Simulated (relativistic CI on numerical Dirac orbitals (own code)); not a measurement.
# Ions with 10 electrons, Ar⁸⁺ to Cr¹⁴⁺: levels along an isoelectronic sequence, part 2 of 2

How do the lowest levels of 10-electron ions move as Z rises from 18 to 24? Each ion is run with the same configurations.

Calculated with an in-house relativistic CI code, version 2; Dirac-Coulomb-Breit CI, KLI orbitals optimised for each configuration.

### 6 Ti¹²⁺ (Z = 22)

The run's settings:

```ini
atom Ti  Z=22  charge=12  electrons=10
nucleus A=48  rms_radius_fm=3.5921
hamiltonian dirac-coulomb  breit=on  qed=on  c_scale=1
orbitals kli  potential=per-configuration
slater_scale 1
correlation none
mixing on
configurations
  [He] 2s2 2p6
  [He] 2s2 2p5 3s
  [He] 2s2 2p5 3p
  [He] 2s2 2p5 3d
  [He] 2s 2p6 3s
  [He] 2s 2p6 3p
  [He] 2s 2p6 3d
end
```

Result record:

```text
status: converged
levels [i, E_cm, J2, conf, term, w_term, jj, w_jj, g, tau_s]:
  - [0, 0, 0, "2s2 2p6", "1S", 1, "closed", 1, "-", "-"]
  - [1, 3689613.7, 4, "2s2 2p5 3s", "3P*", 0.998, "2p3/2^3 3s", 0.998, 1.499, 2.776e-05]
  - [2, 3701271.2, 2, "2s2 2p5 3s", "3P*", 0.559, "2p3/2^3 3s", 0.9458, 1.278, 3.017e-12]
  - [3, 3736421.9, 0, "2s2 2p5 3s", "3P*", 0.9978, "2p1/2 2p3/2^4 3s", 0.9978, "-", 0.0007627]
  - [4, 3745584, 2, "2s2 2p5 3s", "1P*", 0.5585, "2p1/2 2p3/2^4 3s", 0.9455, 1.219, 2.323e-12]
  - [5, 3870863.6, 2, "2s2 2p5 3p", "3S", 0.8943, "2p3/2^3 3p1/2", 0.4993, 1.947, 4.48e-10]
  - [6, 3898480.1, 4, "2s2 2p5 3p", "3D", 0.6429, "2p3/2^3 3p1/2", 0.9759, 1.153, 2.691e-10]
  - [7, 3900931.2, 6, "2s2 2p5 3p", "3D", 0.9992, "2p3/2^3 3p3/2", 0.9992, 1.333, 2.445e-10]
  - [8, 3910643.3, 2, "2s2 2p5 3p", "1P", 0.4069, "2p3/2^3 3p3/2", 0.5012, 0.9396, 2.498e-10]
  - [9, 3919391.7, 4, "2s2 2p5 3p", "3P", 0.6654, "2p3/2^3 3p3/2", 0.9967, 1.332, 1.966e-10]
  - [10, 3942781.8, 0, "2s2 2p5 3p", "3P", 0.9818, "2p1/2 2p3/2^4 3p1/2", 0.5346, "-", 1.841e-10]
  - [11, 3943419.2, 2, "2s2 2p5 3p", "3D", 0.6036, "2p1/2 2p3/2^4 3p1/2", 0.9158, 0.7141, 2.806e-10]
  - [12, 3957118, 2, "2s2 2p5 3p", "3P", 0.6597, "2p1/2 2p3/2^4 3p3/2", 0.8867, 1.395, 2.087e-10]
  - [13, 3957591.9, 4, "2s2 2p5 3p", "1D", 0.4059, "2p1/2 2p3/2^4 3p3/2", 0.9765, 1.178, 2.224e-10]
  - "... 23 more rows left out ..."
n_levels_all: 37
total_energy [Ha]: -794.68917079
configurations [conf, odd, states, E_av_cm, breit_Ha, qed_Ha, corr_Ha]:
  - ["2s2 2p6", 0, 1, 84.3031, 0.2516, 0.1739, "-"]
  - ["2s2 2p5 3s", 1, 12, 3.71226e+06, 0.2395, 0.1762, "-"]
  - ["2s2 2p5 3p", 0, 36, 3.92477e+06, 0.2398, 0.1745, "-"]
  - ["2s2 2p5 3d", 1, 60, 4.20013e+06, 0.2376, 0.1745, "-"]
  - ["2s 2p6 3s", 0, 4, 4.54621e+06, 0.2426, 0.1681, "-"]
  - ["2s 2p6 3p", 1, 12, 4.75034e+06, 0.243, 0.1665, "-"]
  - ["2s 2p6 3d", 0, 20, 5.02395e+06, 0.2409, 0.1665, "-"]
```

It took 0.19 s on 1 thread, shared host.

### 7 V¹³⁺ (Z = 23)

Settings: those of step 6 with these lines changed.

```diff
@@ -1,3 +1,3 @@
-atom Ti  Z=22  charge=12  electrons=10
-nucleus A=48  rms_radius_fm=3.5921
+atom V  Z=23  charge=13  electrons=10
+nucleus A=51  rms_radius_fm=3.6002
 hamiltonian dirac-coulomb  breit=on  qed=on  c_scale=1
```

Result record:

```text
status: converged
levels [i, E_cm, J2, conf, term, w_term, jj, w_jj, g, tau_s]:
  - [0, 0, 0, "2s2 2p6", "1S", 1, "closed", 1, "-", "-"]
  - [1, 4182611.3, 4, "2s2 2p5 3s", "3P*", 0.9981, "2p3/2^3 3s", 0.9981, 1.499, 1.708e-05]
  - [2, 4195409.4, 2, "2s2 2p5 3s", "3P*", 0.5278, "2p3/2^3 3s", 0.9589, 1.262, 2.214e-12]
  - [3, 4240282.4, 0, "2s2 2p5 3s", "3P*", 0.9978, "2p1/2 2p3/2^4 3s", 0.9978, "-", 0.0003884]
  - [4, 4249703.3, 2, "2s2 2p5 3s", "1P*", 0.5273, "2p1/2 2p3/2^4 3s", 0.9585, 1.234, 1.928e-12]
  - [5, 4379216.7, 2, "2s2 2p5 3p", "3S", 0.8757, "2p3/2^3 3p1/2", 0.5275, 1.937, 3.965e-10]
  - [6, 4407549.9, 4, "2s2 2p5 3p", "3D", 0.6258, "2p3/2^3 3p1/2", 0.981, 1.153, 2.418e-10]
  - [7, 4411810.4, 6, "2s2 2p5 3p", "3D", 0.9992, "2p3/2^3 3p3/2", 0.9992, 1.332, 2.174e-10]
  - [8, 4421774.3, 2, "2s2 2p5 3p", "1P", 0.435, "2p3/2^3 3p3/2", 0.5315, 0.9612, 2.243e-10]
  - [9, 4431709.8, 4, "2s2 2p5 3p", "3P", 0.6694, "2p3/2^3 3p3/2", 0.9972, 1.334, 1.731e-10]
  - [10, 4459726.8, 0, "2s2 2p5 3p", "3P", 0.9761, "2p1/2 2p3/2^4 3p1/2", 0.5148, "-", 1.623e-10]
  - [11, 4462740.1, 2, "2s2 2p5 3p", "3D", 0.628, "2p1/2 2p3/2^4 3p1/2", 0.9359, 0.6966, 2.567e-10]
  - [12, 4478835.1, 2, "2s2 2p5 3p", "3P", 0.6534, "2p1/2 2p3/2^4 3p3/2", 0.9055, 1.401, 1.866e-10]
  - [13, 4479905.7, 4, "2s2 2p5 3p", "1D", 0.3986, "2p1/2 2p3/2^4 3p3/2", 0.9818, 1.176, 1.959e-10]
  - "... 23 more rows left out ..."
n_levels_all: 37
total_energy [Ha]: -876.73081684
configurations [conf, odd, states, E_av_cm, breit_Ha, qed_Ha, corr_Ha]:
  - ["2s2 2p6", 0, 1, 87.7476, 0.2915, 0.2029, "-"]
  - ["2s2 2p5 3s", 1, 12, 4.20935e+06, 0.2771, 0.2055, "-"]
  - ["2s2 2p5 3p", 0, 36, 4.43929e+06, 0.2775, 0.2034, "-"]
  - ["2s2 2p5 3d", 1, 60, 4.7361e+06, 0.2748, 0.2034, "-"]
  - ["2s 2p6 3s", 0, 4, 5.09863e+06, 0.2808, 0.196, "-"]
  - ["2s 2p6 3p", 1, 12, 5.31966e+06, 0.2814, 0.194, "-"]
  - ["2s 2p6 3d", 0, 20, 5.61463e+06, 0.2788, 0.194, "-"]
```

Run time: 0.19 s. Hardware: 1 thread, shared host.

### 8 Cr¹⁴⁺ (Z = 24)

Settings: those of step 7 with these lines changed.

```diff
@@ -1,3 +1,3 @@
-atom V  Z=23  charge=13  electrons=10
-nucleus A=51  rms_radius_fm=3.6002
+atom Cr  Z=24  charge=14  electrons=10
+nucleus A=52  rms_radius_fm=3.6452
 hamiltonian dirac-coulomb  breit=on  qed=on  c_scale=1
```

Result record:

```text
status: converged
levels [i, E_cm, J2, conf, term, w_term, jj, w_jj, g, tau_s]:
  - [0, 0, 0, "2s2 2p6", "1S", 1, "closed", 1, "-", "-"]
  - [1, 4705534.6, 4, "2s2 2p5 3s", "3P*", 0.9981, "2p3/2^3 3s", 0.9981, 1.499, 1.082e-05]
  - [2, 4719452.1, 2, "2s2 2p5 3s", "3P*", 0.5015, "2p3/2^3 3s", 0.9684, 1.248, 1.673e-12]
  - [3, 4775868.3, 0, "2s2 2p5 3s", "3P*", 0.9978, "2p1/2 2p3/2^4 3s", 0.9978, "-", 0.0002058]
  - [4, 4785561.7, 2, "2s2 2p5 3s", "1P*", 0.501, "2p1/2 2p3/2^4 3s", 0.9681, 1.247, 1.613e-12]
  - [5, 4917762.1, 2, "2s2 2p5 3p", "3S", 0.8554, "2p3/2^3 3p1/2", 0.5576, 1.925, 3.528e-10]
  - [6, 4946579.7, 4, "2s2 2p5 3p", "3D", 0.611, "2p3/2^3 3p1/2", 0.985, 1.153, 2.183e-10]
  - [7, 4953116.4, 6, "2s2 2p5 3p", "3D", 0.9992, "2p3/2^3 3p3/2", 0.9992, 1.332, 1.942e-10]
  - [8, 4963167.9, 2, "2s2 2p5 3p", "1P", 0.4595, "2p3/2^3 3p3/2", 0.5622, 0.9789, 2.026e-10]
  - [9, 4974453.3, 4, "2s2 2p5 3p", "3P", 0.672, "2p3/2^3 3p3/2", 0.9977, 1.335, 1.531e-10]
  - [10, 5007659.4, 0, "2s2 2p5 3p", "3P", 0.9691, "2p3/2^3 3p3/2", 0.5068, "-", 1.433e-10]
  - [11, 5013824.7, 2, "2s2 2p5 3p", "3D", 0.6459, "2p1/2 2p3/2^4 3p1/2", 0.9507, 0.6845, 2.363e-10]
  - [12, 5032731, 2, "2s2 2p5 3p", "3P", 0.6458, "2p1/2 2p3/2^4 3p3/2", 0.9215, 1.406, 1.678e-10]
  - [13, 5034446.2, 4, "2s2 2p5 3p", "1D", 0.3919, "2p1/2 2p3/2^4 3p3/2", 0.9858, 1.174, 1.73e-10]
  - "... 23 more rows left out ..."
n_levels_all: 37
total_energy [Ha]: -962.90097874
configurations [conf, odd, states, E_av_cm, breit_Ha, qed_Ha, corr_Ha]:
  - ["2s2 2p6", 0, 1, 91.1886, 0.3356, 0.235, "-"]
  - ["2s2 2p5 3s", 1, 12, 4.73696e+06, 0.3185, 0.2381, "-"]
  - ["2s2 2p5 3p", 0, 36, 4.98468e+06, 0.319, 0.2356, "-"]
  - ["2s2 2p5 3d", 1, 60, 5.30308e+06, 0.3159, 0.2356, "-"]
  - ["2s 2p6 3s", 0, 4, 5.68298e+06, 0.323, 0.2269, "-"]
  - ["2s 2p6 3p", 1, 12, 5.92127e+06, 0.3237, 0.2245, "-"]
  - ["2s 2p6 3d", 0, 20, 6.23775e+06, 0.3206, 0.2245, "-"]
```

Run time: 0.18 s. Hardware: 1 thread, shared host.

### 9 Along the sequence

| ion | lowest level | LS (%) | jj (%) | excitation 1 (eV) | excitation 2 (eV) | excitation 3 (eV) |
| --- | --- | --- | --- | --- | --- | --- |
| Ar⁸⁺ | 2p6 1S0 | 100 | 100 | 250.19 | 251.04 | 252.40 |
| K⁹⁺ | 2p6 1S0 | 100 | 100 | 296.41 | 297.41 | 299.29 |
| Ca¹⁰⁺ | 2p6 1S0 | 100 | 100 | 346.36 | 347.52 | 350.05 |
| Sc¹¹⁺ | 2p6 1S0 | 100 | 100 | 400.05 | 401.35 | 404.70 |
| Ti¹²⁺ | 2p6 1S0 | 100 | 100 | 457.45 | 458.90 | 463.26 |
| V¹³⁺ | 2p6 1S0 | 100 | 100 | 518.58 | 520.16 | 525.73 |
| Cr¹⁴⁺ | 2p6 1S0 | 100 | 100 | 583.41 | 585.14 | 592.13 |

Levels followed by label (eV):

```csv
Z,2p6 1S0,2p5 3s 3P°2,2p5 3s 3P°0,2p5 3p 3S1,2p5 3p 3D3,2p5 3p 3D2
18,0.00,250.19,252.40,265.39,268.00,268.14
19,0.00,296.41,299.29,313.37,316.26,316.34
20,0.00,346.36,350.05,365.13,368.29,368.28
21,0.00,400.05,404.70,420.65,424.08,423.95
22,0.00,457.45,463.26,479.93,483.65,483.35
23,0.00,518.58,525.73,542.95,546.99,546.47
24,0.00,583.41,592.13,609.72,614.11,613.30
```

### 10 Results

This closing draws on all 2 parts.

```
                        quantity                value
         lowest level, first ion              2p6 1S0
          lowest level, last ion              2p6 1S0
     changes of the lowest level                 none
           interval 3P°0 to 3P°2  17870 to 70330 cm⁻¹
mean jj purity of the low levels           88 to 93 %
```

In words: The lowest level stays 2p6 1S0 throughout. Over these ions the splitting within 2p5 3s 3P° follows Z^4.8, steeper than the fourth power of a bare nucleus, since the screened charge grows faster than Z. The low levels move towards jj coupling (LS purity 90 to 81 %). Only the listed configurations are in the model.
